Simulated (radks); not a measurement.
**Si inside a hard spherical wall**

The task here is to estimate one member of a computed series from the others.

Program: radks (a radial shooting solver on a logarithmic mesh, Libxc functionals) version 1. Level of theory: scalar-relativistic Kohn-Sham, LDA (Slater exchange, VWN5 correlation), spin-unpolarised, spherical densities, point nucleus. These are calculated values, not measurements, unless marked.

### Starting point

| Property | Result |
| --- | --- |
| element | silicon (Z = 14) |
| charge | 0 |
| electrons | 14 |
| configuration | [Ne] 3s2 3p2 |

The outer shells:

Si
```
[Ne] core
3s [↑↓]
3p [↑ ][↑ ][  ]
```

The first run:

Input:

```text
Z 14
configuration [Ne] 3s2 3p2 4s0 3d0 4p0
relativity scalar-relativistic
functional lda,vwn5
spin unpolarised
nucleus point
c 137.035999084
```

Steps of the session up to this table: The free atom; Wall at 10 bohr; Wall at 8 bohr; Wall at 7 bohr; Wall at 6 bohr; Wall at 5 bohr; Wall at 4 bohr; Wall at 3 bohr; Wall at 2.5 bohr; Wall at 1.5 bohr.

One of the session's tables, all rows but one given; the rest of the session is left out.

| R (bohr) | E − E(free) (eV) | ε(3p) (eV) | ε(4s, empty) (eV) | ε(4p, empty) (eV) | ε(3d, empty) (eV) |
| --- | --- | --- | --- | --- | --- |
| free | 0.000 | -4.162 | -0.378 | - | - |
| 10 | 0.009 | -4.132 | 0.405 | 2.139 | 1.884 |
| 8 | 0.083 | -3.977 | 1.751 | 4.301 | 2.794 |
| 7 | ? | ? | ? | ? | ? |
| 6 | 0.793 | -3.091 | 6.478 | 10.618 | 5.145 |
| 5 | 2.631 | -1.531 | 13.146 | 18.552 | 7.968 |
| 4 | 9.445 | 2.631 | 28.851 | 35.874 | 13.999 |
| 3 | 38.055 | 15.271 | 71.916 | 80.255 | 28.863 |
| 2.5 | 82.227 | 31.353 | 122.81 | 130.27 | 44.870 |
| 1.5 | 540.88 | 162.33 | 490.43 | 466.26 | 145.01 |

Estimate the missing values for R (bohr) = 7.

Worked estimate for «E − E(free) (eV)». A straight line through the neighbours (8, 0.083) and (6, 0.793) gives 0.083 + (0.793 − 0.083) × (7 − 8) / (6 − 8) = 0.438; a parabola fitted to 4 rows on both sides gives 0.302.

**Answer.** E − E(free) (eV): 0.252; ε(3p) (eV): -3.717; ε(4s, empty) (eV): 3.343; ε(4p, empty) (eV): 6.557; ε(3d, empty) (eV): 3.659. In «E − E(free) (eV)» the line misses by +0.186 and the parabola by +0.050.

From R = 4 bohr inwards the highest occupied level lies above zero, pushed up by confinement. Shells are not refilled when levels cross, and a hard wall is a model, not a crystal.
